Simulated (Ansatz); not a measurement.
# H4O2Si: the cost of one run

Computed with Ansatz 0.2.0, Gaussian basis. Level: PBE0-D4/def2-TZVP structures, single points in def2-TZVPP, no counterpoise correction.

Levels: SPW92, PBE-D4, BLYP-D4, r2SCAN-D4, B97M-V, PBE0-D4, B3LYP-D4, r2SCAN0-D4, BHLYP-D4, CAM-B3LYP-D4, wB97X-V, wB97M-V, B2PLYP, PBE-QIDH, RPA on PBE, Hartree-Fock, MP2, CCSD, CCSD(T).

Cores are frozen in the correlated methods. B3LYP uses VWN-RPA correlation. B2PLYP carries no dispersion term here.

94 further runs of the same task are left out: 94 set aside as unsound or not needed.

## Step 1: The system as given

The complex: 9 atoms, charge 0, spin multiplicity 1.

Atoms are counted from 1 here; the program's logs count them from 0.

Bond lengths: Si1–O2 1.673 Å, Si1–H3 1.478 Å, Si1–H4 1.478 Å, Si1–O5 1.630 Å, O2–H8 0.960 Å, O5–H9 0.963 Å, H6–F7 0.945 Å. Angles: O2–Si1–H3 103.3°, O2–Si1–H4 109.6°, O2–Si1–O5 111.1°, H3–Si1–H4 113.5°, H3–Si1–O5 112.9°, H4–Si1–O5 106.4°, Si1–O2–H8 116.8°, Si1–O5–H9 115.8°.

Coordinates:

```
Si   -0.7025   -0.6353    0.0968
O     0.4549   -0.0105    1.1305
H    -0.0845   -1.8853   -0.3918
H    -1.9644   -0.8507    0.8359
O    -1.0453    0.4149   -1.1017
H     1.5638    0.6506    0.0382
F     1.9148    0.9512   -0.7861
H     0.1538    0.6265    1.7826
H    -0.2907    0.7386   -1.6046
```

Its parts: SiH4O2 holds atoms 1, 2, 3, 4, 5, 8, 9; HF holds atoms 6, 7. Each part counts its atoms afresh in its own runs.

## Step 2: Relaxing SiH4O2 alone

relax-a/in.yaml

```yaml
crystal:
  periodic: [false, false, false]
  atoms:
    - {symbol: Si, position_ang: [-0.702515, -0.635277, 0.096814]}
    - {symbol: O, position_ang: [0.454946, -0.010498, 1.130472]}
    - {symbol: H, position_ang: [-0.084467, -1.885256, -0.391795]}
    - {symbol: H, position_ang: [-1.964423, -0.850727, 0.835926]}
    - {symbol: O, position_ang: [-1.045344, 0.414913, -1.101695]}
    - {symbol: H, position_ang: [0.153819, 0.626484, 1.782645]}
    - {symbol: H, position_ang: [-0.290713, 0.738589, -1.604608]}
basis:
  gaussian: {orbitals: def2-TZVP}
hamiltonian: {xc: pbe0, dispersion: d4}
relax: {f_tol: 0.005, max_steps: 200}
```

On the command line:

```bash
ansatz run in.yaml --threads 4 --pin off --events-out ev --progress --plain --max-ram 9574MiB
```

**Question.** How long does this run take on 4 threads of Arm Neoverse V1, shared host?

About 7.5 s.
